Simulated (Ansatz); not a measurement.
# Si₂H₆O + HCl: a complex and its separated parts, part 2 of 2

Ansatz 0.2.0, Gaussian basis. The steps go on from the part before.

## 13. CAM-B3LYP-D4/def2-TZVPP

The inputs:

parta/in.yaml

```yaml
crystal:
  periodic: [false, false, false]
  atoms:
    - {symbol: Si, position_ang: [-0.804159, -0.803689, 0.426288]}
    - {symbol: H, position_ang: [-1.489389, -1.851234, -0.386984]}
    - {symbol: H, position_ang: [-1.584007, -0.668757, 1.691955]}
    - {symbol: Si, position_ang: [-0.763407, 1.229031, -0.727892]}
    - {symbol: O, position_ang: [0.767164, -1.218115, 0.733330]}
    - {symbol: H, position_ang: [-0.112913, 2.288729, 0.087938]}
    - {symbol: H, position_ang: [-0.032554, 1.092887, -2.015922]}
    - {symbol: H, position_ang: [-2.164454, 1.642615, -1.016594]}
    - {symbol: H, position_ang: [0.925584, -2.037278, 1.204670]}
basis:
  gaussian: {orbitals: def2-TZVPP}
hamiltonian: {xc: {name: CAM-B3LYP}, dispersion: d4}
```

partb/in.yaml

```yaml
crystal:
  periodic: [false, false, false]
  atoms:
    - {symbol: Cl, position_ang: [3.068505, 0.571480, -0.219558]}
    - {symbol: H, position_ang: [2.189530, -0.245570, 0.222664]}
basis:
  gaussian: {orbitals: def2-TZVPP}
hamiltonian: {xc: {name: CAM-B3LYP}, dispersion: d4}
```

Each run has its own folder and the same command.

Launch:

```bash
$ ansatz run in.yaml --threads 4 --pin off --events-out ev --progress --plain --max-ram 9574MiB
```

Output in parta, shortened:

```text
Functional definition: CAM-B3LYP
  name "CAM-B3LYP"
  cite "Yanai, Tew & Handy, Chem. Phys. Lett. 393, 51 (2004) doi:10.1016/j.cplett.2004.06.011"
  cite "Iikura, Tsuneda, Yanai & Hirao, J. Chem. Phys. 115, 3540 (2001) doi:10.1063/1.1383587"
  cite "Becke, Phys. Rev. A 38, 3098 (1988) doi:10.1103/PhysRevA.38.3098"
  cite "Lee, Yang & Parr, Phys. Rev. B 37, 785 (1988) doi:10.1103/PhysRevB.37.785"
[...]
  # Exact exchange under (alpha + beta erf(omega r))/r, Becke's under what is left of 1/r.
[...]
1087 factors; their error is unknown
282 factors; integrals over basis functions are off by at most 1.3e-5 eV
[...]
mean field -17902.03050006 eV, -657.8874864450 hartree, gradient 5.8e-5 eV, S^2 0.000000; 0 other end points of the search recorded, 0 dependent functions left out
reference -17902.03063141 eV, -657.8874912720 hartree; 21, 21 occupied and 178, 178 virtual orbitals, 1087 factors
Total energy: -17902.16878617 eV, -657.8925683659 hartree
```

Output in partb, shortened:

```text
[... 6 set-up lines as earlier in the session ...]
[...]
  # Exact exchange under (alpha + beta erf(omega r))/r, Becke's under what is left of 1/r.
[...]
372 factors; their error is unknown
66 factors; integrals over basis functions are off by at most 7.5e-5 eV
[...]
mean field -12539.88293476 eV, -460.8321980143 hartree, gradient 2.6e-5 eV, S^2 0.000000; 0 other end points of the search recorded, 0 dependent functions left out
reference -12539.88300903 eV, -460.8322007439 hartree; 9, 9 occupied and 47, 47 virtual orbitals, 372 factors
Total energy: -12539.88749074 eV, -460.8323654435 hartree
```

They took 4.3 s (parta), 1.1 s (partb) on 4 threads of Intel Xeon at 2.50GHz, shared host; peak memory 0.56 GiB.

## 14. wB97X-V/def2-TZVPP

Each input of step 13 (parta, partb) changes in the same lines:

```diff
-hamiltonian: {xc: {name: CAM-B3LYP}, dispersion: d4}
+hamiltonian: {xc: {name: wB97X-V}}
```

Each run has its own folder and the same command.

Launch:

```bash
$ ansatz run in.yaml --threads 4 --pin off --events-out ev --progress --plain --max-ram 9574MiB
```

parta printed, shortened:

```text
Functional definition: wB97X-V
  name "wB97X-V"
  cite "Mardirossian & Head-Gordon, Phys. Chem. Chem. Phys. 16, 9904 (2014) doi:10.1039/C3CP54374A"
[... 2 set-up lines as earlier in the session ...]
[...]
      + integral(e_c_pw_opposite_spin*poly(b97_u_opposite, cos0, cos1)) + vv10(b, c)
1087 factors; their error is unknown
257 factors; integrals over basis functions are off by at most 1.2e-5 eV
[...]
mean field -17899.19779138 eV, -657.7833863213 hartree, gradient 2.9e-5 eV, S^2 0.000000; 0 other end points of the search recorded, 0 dependent functions left out
reference -17899.19778914 eV, -657.7833862387 hartree; 21, 21 occupied and 178, 178 virtual orbitals, 1087 factors
Total energy: -17899.19778914 eV, -657.7833862387 hartree
```

Output in partb, shortened:

```text
[... 5 set-up lines as earlier in the session ...]
[...]
      + integral(e_c_pw_opposite_spin*poly(b97_u_opposite, cos0, cos1)) + vv10(b, c)
369 factors; their error is unknown
62 factors; integrals over basis functions are off by at most 9.0e-5 eV
[...]
mean field -12537.61271880 eV, -460.7487691168 hartree, gradient 5.7e-5 eV, S^2 0.000000; 0 other end points of the search recorded, 0 dependent functions left out
reference -12537.61271785 eV, -460.7487690819 hartree; 9, 9 occupied and 47, 47 virtual orbitals, 369 factors
Total energy: -12537.61271785 eV, -460.7487690819 hartree
```

Times: 8.6 s (parta), 1.6 s (partb) on 4 threads of Intel Xeon at 2.50GHz, shared host; peak memory 0.56 GiB.

## 15. wB97M-V/def2-TZVPP

The same edit goes into each in.yaml of step 14 (parta, partb):

```diff
-hamiltonian: {xc: {name: wB97X-V}}
+hamiltonian: {xc: {name: wB97M-V}}
```

The same command starts each run, in its folder.

Launch:

```bash
$ ansatz run in.yaml --threads 4 --pin off --events-out ev --progress --plain --max-ram 9574MiB
```

Output in parta, shortened:

```text
Functional definition: wB97M-V
  name "wB97M-V"
  cite "Mardirossian & Head-Gordon, J. Chem. Phys. 144, 214110 (2016) doi:10.1063/1.4952647"
[... 2 set-up lines as earlier in the session ...]
  # Of w^i u^j: cxij and so on, Table III.
[...]
  gx(w, u) = 1 - cx + cx01*u + cx10*w
[...]
      + integral(e_c_pw_mod_opposite_spin*gos(b97_w_opposite, b97_u_opposite)) + vv10(b, c)
1087 factors; their error is unknown
257 factors; integrals over basis functions are off by at most 1.2e-5 eV
[...]
mean field -17900.08816229 eV, -657.8161068488 hartree, gradient 3.0e-5 eV, S^2 0.000000; 0 other end points of the search recorded, 0 dependent functions left out
reference -17900.08821682 eV, -657.8161088527 hartree; 21, 21 occupied and 178, 178 virtual orbitals, 1087 factors
Total energy: -17900.08821682 eV, -657.8161088527 hartree
```

Log of partb, shortened:

```text
[... 5 set-up lines as earlier in the session ...]
  # Of w^i u^j: cxij and so on, Table III.
[...]
  gx(w, u) = 1 - cx + cx01*u + cx10*w
[...]
      + integral(e_c_pw_mod_opposite_spin*gos(b97_w_opposite, b97_u_opposite)) + vv10(b, c)
369 factors; their error is unknown
62 factors; integrals over basis functions are off by at most 9.0e-5 eV
[...]
mean field -12538.73838373 eV, -460.7901365401 hartree, gradient 5.7e-5 eV, S^2 0.000000; 0 other end points of the search recorded, 0 dependent functions left out
reference -12538.73840678 eV, -460.7901373871 hartree; 9, 9 occupied and 47, 47 virtual orbitals, 369 factors
Total energy: -12538.73840678 eV, -460.7901373871 hartree
```

Times: 8.5 s (parta), 1.5 s (partb) on 4 threads of Intel Xeon at 2.50GHz, shared host; peak memory 0.56 GiB.

## 16. B2PLYP/def2-TZVPP

Each input of step 15 (parta, partb) changes in the same lines:

```diff
-hamiltonian: {xc: {name: wB97M-V}}
+hamiltonian: {xc: {name: B2PLYP}}
```

Each run has its own folder and the same command.

Launch:

```bash
$ ansatz run in.yaml --threads 4 --pin off --events-out ev --progress --plain --max-ram 9574MiB
```

Output in parta, shortened:

```text
Functional definition: B2PLYP
  name "B2PLYP"
  cite "Grimme, J. Chem. Phys. 124, 034108 (2006) doi:10.1063/1.2148954"
[... 2 set-up lines as earlier in the session ...]
[...]
1140 factors; integrals over basis functions are off by at most 9.1e-4 eV
[...]
mean field -17889.89272086 eV, -657.4414312867 hartree, gradient 3.0e-6 eV, S^2 0.000000; 0 other end points of the search recorded, 0 dependent functions left out
11 core orbitals not correlated: weight in the atoms' cores, before any rotation towards them, 1.000 or more for the frozen orbitals, at most 0.000 for the correlated occupied ones
reference -17889.89289112 eV, -657.4414375436 hartree; 10, 10 occupied and 178, 178 virtual orbitals, 1140 factors
second order -16.45301522 eV of doubles, -0.00000000 eV of singles
Total energy: -17894.33520523 eV, -657.6046895760 hartree
```

Output in partb, shortened:

```text
[... 5 set-up lines as earlier in the session ...]
[...]
322 factors; integrals over basis functions are off by at most 1.4e-3 eV
[...]
mean field -12534.13733365 eV, -460.6210510683 hartree, gradient 9.7e-6 eV, S^2 0.000000; 0 other end points of the search recorded, 0 dependent functions left out
5 core orbitals not correlated: weight in the atoms' cores, before any rotation towards them, 1.000 or more for the frozen orbitals, at most 0.000 for the correlated occupied ones
reference -12534.13743041 eV, -460.6210546242 hartree; 4, 4 occupied and 47, 47 virtual orbitals, 322 factors
second order -6.68497456 eV of doubles, -0.00000000 eV of singles
Total energy: -12535.94237354 eV, -460.6873850608 hartree
```

Wall times: 6.5 s (parta), 1.3 s (partb) on 4 threads of Intel Xeon at 2.50GHz, shared host; peak memory 0.56 GiB.

## 17. PBE-QIDH/def2-TZVPP

The same edit goes into each in.yaml of step 16 (parta, partb):

```diff
-hamiltonian: {xc: {name: B2PLYP}}
+hamiltonian: {xc: {name: PBE-QIDH}}
```

Each run has its own folder and the same command.

Launch:

```bash
$ ansatz run in.yaml --threads 4 --pin off --events-out ev --progress --plain --max-ram 9574MiB
```

parta printed, shortened:

```text
Functional definition: PBE-QIDH
  name "PBE-QIDH"
  cite "Brémond, Sancho-García, Pérez-Jiménez & Adamo, J. Chem. Phys. 141, 031101 (2014) doi:10.1063/1.4890314"
[... 1 set-up line as earlier in the session ...]
[...]
1140 factors; integrals over basis functions are off by at most 9.1e-4 eV
[...]
mean field -17883.42199940 eV, -657.2036366592 hartree, gradient 2.8e-6 eV, S^2 0.000000; 0 other end points of the search recorded, 0 dependent functions left out
11 core orbitals not correlated: weight in the atoms' cores, before any rotation towards them, 1.000 or more for the frozen orbitals, at most 0.000 for the correlated occupied ones
reference -17883.42201269 eV, -657.2036371474 hartree; 10, 10 occupied and 178, 178 virtual orbitals, 1140 factors
second order -15.29136902 eV of doubles, -0.00000000 eV of singles
Total energy: -17888.51913569 eV, -657.3909529630 hartree
```

Output in partb, shortened:

```text
[... 4 set-up lines as earlier in the session ...]
[...]
322 factors; integrals over basis functions are off by at most 1.4e-3 eV
[...]
mean field -12531.03291518 eV, -460.5069657936 hartree, gradient 2.4e-6 eV, S^2 0.000000; 0 other end points of the search recorded, 0 dependent functions left out
5 core orbitals not correlated: weight in the atoms' cores, before any rotation towards them, 1.000 or more for the frozen orbitals, at most 0.000 for the correlated occupied ones
reference -12531.03292155 eV, -460.5069660277 hartree; 4, 4 occupied and 47, 47 virtual orbitals, 322 factors
second order -6.22518946 eV of doubles, -0.00000000 eV of singles
Total energy: -12533.10798470 eV, -460.5832231920 hartree
```

They took 7 s (parta), 1.4 s (partb) on 4 threads of Intel Xeon at 2.50GHz, shared host; peak memory 0.56 GiB.

## 18. RPA on PBE/def2-TZVPP

Each input of step 17 (parta, partb) changes in the same lines:

```diff
-hamiltonian: {xc: {name: PBE-QIDH}}
+hamiltonian: {xc: pbe}
+correlation: {method: rpa}
```

Each run has its own folder and the same command.

Launch:

```bash
$ ansatz run in.yaml --threads 4 --pin off --events-out ev --progress --plain --max-ram 9574MiB
```

Log of parta, shortened:

```text
[... 4 set-up lines as earlier in the session ...]
[...]
1140 factors; integrals over basis functions are off by at most 9.1e-4 eV
[...]
mean field -17891.64726766 eV, -657.5059096923 hartree, gradient 8.7e-7 eV, S^2 0.000000; 0 other end points of the search recorded, 0 dependent functions left out
11 core orbitals not correlated: weight in the atoms' cores, before any rotation towards them, 1.000 or more for the frozen orbitals, at most 0.000 for the correlated occupied ones
reference -17857.97164240 eV, -656.2683532904 hartree; 10, 10 occupied and 178, 178 virtual orbitals, 1140 factors
Total energy: -17882.18234581 eV, -657.1580802301 hartree
```

partb printed, shortened:

```text
[... 4 set-up lines as earlier in the session ...]
[...]
322 factors; integrals over basis functions are off by at most 1.4e-3 eV
[...]
mean field -12534.30965336 eV, -460.6273837006 hartree, gradient 3.3e-6 eV, S^2 0.000000; 0 other end points of the search recorded, 0 dependent functions left out
5 core orbitals not correlated: weight in the atoms' cores, before any rotation towards them, 1.000 or more for the frozen orbitals, at most 0.000 for the correlated occupied ones
reference -12519.65917888 eV, -460.0889886942 hartree; 4, 4 occupied and 47, 47 virtual orbitals, 322 factors
Total energy: -12529.02200231 eV, -460.4330661088 hartree
```

Times: 7 s (parta), 0.97 s (partb) on 4 threads of Intel Xeon at 2.50GHz, shared host; peak memory 0.56 GiB.

## 19. CCSD(T)/def2-TZVPP

The same edit goes into each in.yaml of step 18 (parta, partb):

```diff
-hamiltonian: {xc: pbe}
-correlation: {method: rpa}
+correlation: {method: ccsd_t}
```

One command serves all of them, each in its own folder.

Launch:

```bash
$ ansatz run in.yaml --threads 4 --pin off --events-out ev --progress --plain --max-ram 9574MiB
```

Log of parta, shortened:

```text
Functional definition: HF
  name "HF"
  cite "Fock, Z. Phys. 61, 126 (1930) doi:10.1007/BF01340294"
[... 1 set-up line as earlier in the session ...]
[...]
1140 factors; integrals over basis functions are off by at most 9.1e-4 eV
[...]
mean field -17859.23749731 eV, -656.3148726000 hartree, gradient 6.2e-6 eV, S^2 0.000000; 0 other end points of the search recorded, 0 dependent functions left out
11 core orbitals not correlated: weight in the atoms' cores, before any rotation towards them, 1.000 or more for the frozen orbitals, at most 0.000 for the correlated occupied ones
reference -17859.23749731 eV, -656.3148726000 hartree; 10, 10 occupied and 178, 178 virtual orbitals, 1140 factors
second order -13.54159974 eV of doubles, -0.00000000 eV of singles
cycle   1  -14.27815999 eV  change   -7.4e-1 eV  update   8.7e-2
[...]
cycle   9  -14.77361270 eV  change   -1.1e-5 eV  update   1.3e-5
perturbative correction -0.48024120 eV, -0.0176485387 hartree
Total energy: -17874.49135121 eV, -656.8754413915 hartree
```

Output in partb, shortened:

```text
[... 4 set-up lines as earlier in the session ...]
[...]
322 factors; integrals over basis functions are off by at most 1.4e-3 eV
[...]
mean field -12519.93373676 eV, -460.0990785102 hartree, gradient 2.9e-6 eV, S^2 0.000000; 0 other end points of the search recorded, 0 dependent functions left out
5 core orbitals not correlated: weight in the atoms' cores, before any rotation towards them, 1.000 or more for the frozen orbitals, at most 0.000 for the correlated occupied ones
reference -12519.93373676 eV, -460.0990785102 hartree; 4, 4 occupied and 47, 47 virtual orbitals, 322 factors
second order -5.53927947 eV of doubles, -0.00000000 eV of singles
cycle   1  -5.96030375 eV  change   -4.2e-1 eV  update   3.9e-2
[...]
cycle   7  -6.10185569 eV  change   -6.3e-6 eV  update   7.9e-6
perturbative correction -0.21572942 eV, -0.0079279101 hartree
Total energy: -12526.25132188 eV, -460.3312454809 hartree
```

They took 42 s (parta), 1.4 s (partb) on 4 threads of Intel Xeon at 2.50GHz, shared host; peak memory 2.2 GiB.

## 20. Vibrations of Si₂H₆O

Input file vib-parta/in.yaml:

```yaml
crystal:
  periodic: [false, false, false]
  atoms:
    - {symbol: Si, position_ang: [-0.804159, -0.803689, 0.426288]}
    - {symbol: H, position_ang: [-1.489389, -1.851234, -0.386984]}
    - {symbol: H, position_ang: [-1.584007, -0.668757, 1.691955]}
    - {symbol: Si, position_ang: [-0.763407, 1.229031, -0.727892]}
    - {symbol: O, position_ang: [0.767164, -1.218115, 0.733330]}
    - {symbol: H, position_ang: [-0.112913, 2.288729, 0.087938]}
    - {symbol: H, position_ang: [-0.032554, 1.092887, -2.015922]}
    - {symbol: H, position_ang: [-2.164454, 1.642615, -1.016594]}
    - {symbol: H, position_ang: [0.925584, -2.037278, 1.204670]}
basis:
  gaussian: {orbitals: def2-TZVP}
hamiltonian: {xc: pbe0, dispersion: d4}
phonons: {temperatures: {t_min: 298.15, t_max: 900, t_step: 200}}
```

Launch:

```bash
$ ansatz run in.yaml --threads 4 --pin off --events-out ev --progress --plain --max-ram 9574MiB
```

The log of the run, shortened:

```text
[... 5 set-up lines as earlier in the session ...]
[...]
951 factors; their error is unknown
[...]
mean field -17893.30843770 eV, -657.5669565656 hartree, gradient 6.6e-5 eV, S^2 0.000000; 0 other end points of the search recorded, 0 dependent functions left out
[...]
Atom 7 at    -2.164454     1.642615    -1.016594 Å, force     0.000189     0.000419    -0.000546 eV/Å
Atom 8 at     0.925584    -2.037278     1.204670 Å, force     0.003290     0.001044    -0.000370 eV/Å
Dipole moment:    -0.038337    -0.240993     0.134738 e Å
Vibrations: 101.80 162.39 195.45 359.93 417.89 513.18 614.02 732.04 779.31 853.95 861.86 933.21 934.47 955.41 968.00 2184.79 2186.33 2214.87 2225.32 2230.91 3915.75 cm⁻¹, zero-point energy 1.508942 eV
```

It took 2.3 min on 4 threads of Intel Xeon at 2.50GHz, shared host; peak memory 0.56 GiB.

The modes, with what each moves most:

```csv
mode,wavenumber (cm⁻¹),character
1,102,torsion
2,162,bend
3,195,torsion
4,360,bend with torsion
5,418,Si–Si stretch
6,513,bend
7,614,bend with torsion
8,732,bend with torsion
9,779,bend
10,854,Si–O stretch
11,862,bend
12,933,bend with torsion
13,934,bend with torsion
14,955,bend
15,968,torsion with bend
16,2185,Si–H stretch
17,2186,Si–H stretch
18,2215,Si–H stretch
19,2225,Si–H stretch
20,2231,Si–H stretch
21,3916,O–H stretch
```

Vibrational sums (real modes only):

| T (K) | entropy (J/mol/K) | heat capacity (J/mol/K) |
| --- | --- | --- |
| 298 | 52.2 | 63.8 |
| 498 | 93.2 | 95.8 |
| 698 | 128.9 | 115.8 |
| 898 | 159.9 | 129.6 |

## 21. Vibrations of HCl

Input file vib-partb/in.yaml:

```yaml
crystal:
  periodic: [false, false, false]
  atoms:
    - {symbol: Cl, position_ang: [3.068505, 0.571480, -0.219558]}
    - {symbol: H, position_ang: [2.189530, -0.245570, 0.222664]}
basis:
  gaussian: {orbitals: def2-TZVP}
hamiltonian: {xc: pbe0, dispersion: d4}
phonons: {temperatures: {t_min: 298.15, t_max: 900, t_step: 200}}
```

Launch:

```bash
$ ansatz run in.yaml --threads 4 --pin off --events-out ev --progress --plain --max-ram 9574MiB
```

The log of the run, shortened:

```text
[... 5 set-up lines as earlier in the session ...]
[...]
312 factors; their error is unknown
[...]
mean field -12535.31645822 eV, -460.6643830968 hartree, gradient 4.2e-5 eV, S^2 0.000000; 0 other end points of the search recorded, 0 dependent functions left out
[...]
reference -12535.31636393 eV, -460.6643796318 hartree; 9, 9 occupied and 34, 34 virtual orbitals, 312 factors
Total energy: -12535.32105154 eV, -460.6645518983 hartree
Atom 0 at     3.068505     0.571480    -0.219558 Å, force    -0.001925    -0.001789     0.000968 eV/Å
Atom 1 at     2.189530    -0.245570     0.222664 Å, force     0.001925     0.001789    -0.000968 eV/Å
Dipole moment:    -0.180497    -0.167781     0.090810 e Å
Vibrations: 2996.29 cm⁻¹, zero-point energy 0.185746 eV
```

Wall time 7.5 s (4 threads of Intel Xeon at 2.50GHz, shared host); peak memory 0.56 GiB.

Wavenumbers and character of the modes:

```csv
mode,wavenumber (cm⁻¹),character
1,2996,Cl–H stretch
```

Vibrational sums (real modes only):

```
T (K)  entropy (J/mol/K)  heat capacity (J/mol/K)
  298                0.0                      0.0
  498                0.0                      0.1
  698                0.1                      0.7
  898                0.4                      1.6
```

## 22. Complex less separated parts

The complex's own energies come from single points at the same levels.

Rows are in def2-TZVPP; times add the 3 runs of a level on a shared host, so small differences are noise.

Differences are taken before rounding.

```
      method                    rung  complex less parts (kJ/mol)  from CCSD(T) (kJ/mol)     time
       SPW92                     LDA                        -42.8                  -21.0    9.1 s
      PBE-D4                     GGA                        -29.8                   -8.0     11 s
     BLYP-D4                     GGA                        -28.2                   -6.3     11 s
   r2SCAN-D4                meta-GGA                        -26.3                   -4.4     19 s
      B97M-V                meta-GGA                        -23.6                   -1.7     30 s
     PBE0-D4                  hybrid                        -27.5                   -5.6     15 s
    B3LYP-D4                  hybrid                        -27.4                   -5.6     17 s
  r2SCAN0-D4                  hybrid                        -25.5                   -3.7     21 s
    BHLYP-D4                  hybrid                        -26.5                   -4.6     14 s
CAM-B3LYP-D4  range-separated hybrid                        -27.8                   -6.0     19 s
     wB97X-V  range-separated hybrid                        -24.6                   -2.8     28 s
     wB97M-V  range-separated hybrid                        -24.6                   -2.7     30 s
      B2PLYP           double hybrid                        -20.3                   +1.6     24 s
    PBE-QIDH           double hybrid                        -22.7                   -0.8     24 s
  RPA on PBE                     RPA                        -17.4                   +4.5     22 s
Hartree-Fock            wavefunction                         -6.2                  +15.7         
         MP2            wavefunction                        -24.7                   -2.8         
        CCSD            wavefunction                        -19.1                   +2.8         
     CCSD(T)            wavefunction                        -21.9                      0  3.5 min
```

Among the levels timed on like hardware and quicker than the yardstick, those that no quicker one beats, quickest first: SPW92 (9.1 s, -21.0 kJ/mol); PBE-D4 (11 s, -8.0 kJ/mol); BLYP-D4 (11 s, -6.3 kJ/mol); BHLYP-D4 (14 s, -4.6 kJ/mol); r2SCAN-D4 (19 s, -4.4 kJ/mol); r2SCAN0-D4 (21 s, -3.7 kJ/mol); B2PLYP (24 s, +1.6 kJ/mol); PBE-QIDH (24 s, -0.8 kJ/mol).

For cost: PBE-QIDH gets within 0.8 kJ/mol in 24 s, where CCSD(T) took 3.5 min; the quickest level in the cost chart, SPW92, takes 9.1 s and misses by 21.0 kJ/mol.

The complex's zero-point energy, from a separate PBE0-D4 run, is 1.758 eV.

## 23. Results

This closing draws on all 2 parts.

```
                              quantity         value
complex less parts, CCSD(T)/def2-TZVPP  -21.9 kJ/mol
                with zero-point energy  -15.8 kJ/mol
                 largest T1 diagnostic         0.012
```

In words: At CCSD(T) the complex lies 21.9 kJ/mol below its parts. The functionals run from PBE-QIDH, off by -0.8 kJ/mol, to SPW92, off by -21.0 kJ/mol, against CCSD(T). By rung, the mean size of the error is: LDA 21.0, GGA 7.2, meta-GGA 3.1, hybrid 4.9, range-separated hybrid 3.8, double hybrid 1.2 kJ/mol. PBE-D4 gives a relative energy 8.0 kJ/mol too low, outside chemical accuracy (1 kcal/mol, 4.2 kJ/mol). No counterpoise was applied, and triple zeta lacks some correlation, so the CCSD(T) reference has a basis error of its own, and close matches with it are partly luck.
